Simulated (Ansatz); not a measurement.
# Si6O11: the cost of one run

Method: DFT LDA, scalar-relativistic, plane waves, PAW, in Ansatz 0.2.0.

38 further runs of the same task are left out: 38 set aside as unsound or not needed.

### 1 The structure to begin with

The structure is trigonal, space group P3_121 (No. 152). Conventional cell: a = 4.867 Å, b = 4.867 Å, c = 5.365 Å, α = 90.00°, β = 90.00°, γ = 120.00°. Around Si (site symmetry 2) lie 4 O at 1.61 Å. Around O (site symmetry 1) lie 2 Si at 1.61 Å.

Coordinates:

```xyz
9
Lattice="4.8668 0.0000 0.0000 -2.4334 4.2147 0.0000 0.0000 0.0000 5.3652" Properties=species:S:1:pos:R:3 pbc="T T T"
Si    2.2616    0.0000    1.7884
Si   -1.1308    1.9586    3.5768
Si    1.3026    2.2562    0.0000
O     1.3286    1.1643    1.1874
O     3.1941    0.5685    2.9758
O     2.7774    2.4819    4.7642
O     0.3440    1.7328    4.1777
O    -1.1047    3.0504    2.3893
O     0.7607    3.6463    0.6009
```

This cell was relaxed beforehand with the same method: volume 12.23 Å³/atom, gap on the mesh 5.83 eV.

### 2 Plan of the line

Atoms count from 1 in the order of the input.

An atom moved over a plane that holds its own site and a neighbouring vacancy.

- path of O12 from its site (0) to the vacancy (1), 2.613 Å: 11 values from −0.125 to 1.125
- shift of O12 across the path, along a normal: 9 values from −0.500 to 0.500 Å

Nothing else is relaxed (all other atoms held at the sites of the perfect crystal). Points are written as (first, second).

### 3 The run at (−0.125, 0.250 Å)

The input, input.yaml:

```yaml
crystal:
  lattice:
    - [-2.4333868794, 4.2147497096, 0.0]
    - [0.0, 0.0, 5.3651521237]
    - [7.3001606382, 4.2147497096, 0.0]
  atoms:
    - { symbol: Si, position: [0.7676536602, 0.3333333333, 0.2323463398] }
    - { symbol: Si, position: [0.2676536602, 0.3333333333, 0.7323463398] }
    - { symbol: Si, position: [0.4646926795, 0.6666666667, 0.0] }
    - { symbol: Si, position: [0.9646926795, 0.6666666667, 0.5] }
    - { symbol: Si, position: [0.2676536602, 0.0, 0.2676536602] }
    - { symbol: Si, position: [0.7676536602, 0.0, 0.7676536602] }
    - { symbol: O, position: [0.070688496, 0.2213245393, 0.2055640003] }
    - { symbol: O, position: [0.570688496, 0.2213245393, 0.7055640003] }
    - { symbol: O, position: [0.7730017524, 0.5546578727, 0.3618737519] }
    - { symbol: O, position: [0.2730017524, 0.5546578727, 0.8618737519] }
    - { symbol: O, position: [0.6563097516, 0.887991206, 0.9325622479] }
    - { symbol: O, position: [0.3377288283, 0.7673402205, 0.1075953969] }
    - { symbol: O, position: [0.7730017524, 0.7786754607, 0.6381262481] }
    - { symbol: O, position: [0.6563097516, 0.4453421273, 0.0674377521] }
    - { symbol: O, position: [0.1563097516, 0.4453421273, 0.5674377521] }
    - { symbol: O, position: [0.570688496, 0.112008794, 0.2944359997] }
    - { symbol: O, position: [0.070688496, 0.112008794, 0.7944359997] }
total_charge: 2
basis:
  ecutwfc: 420
kpoints:
  mp_grid: { grid: [4, 4, 2] }
hamiltonian:
  xc: lda
  pseudopotentials: { kind: paw, azcp: { folder: soft_1 } }
scf:
  occupations: { method: gaussian, width: 0.05 }
output:
  forces: true
  stress: true
  eigenvalues: true
  write_density: true
  write_potential: true
  elf: true
  volumetric_format: npy
```

On the command line:

```bash
$ ansatz run input.yaml --threads 4 --pin off --max-ram 8192MiB --backend cpu --events-out ev --progress --plain --runs-dir out
```

Q: Estimate wall time and peak memory on 4 threads of Intel Xeon Platinum 8488C (Sapphire Rapids), shared host.

About 6.3 s, with a peak of 0.71 GiB.
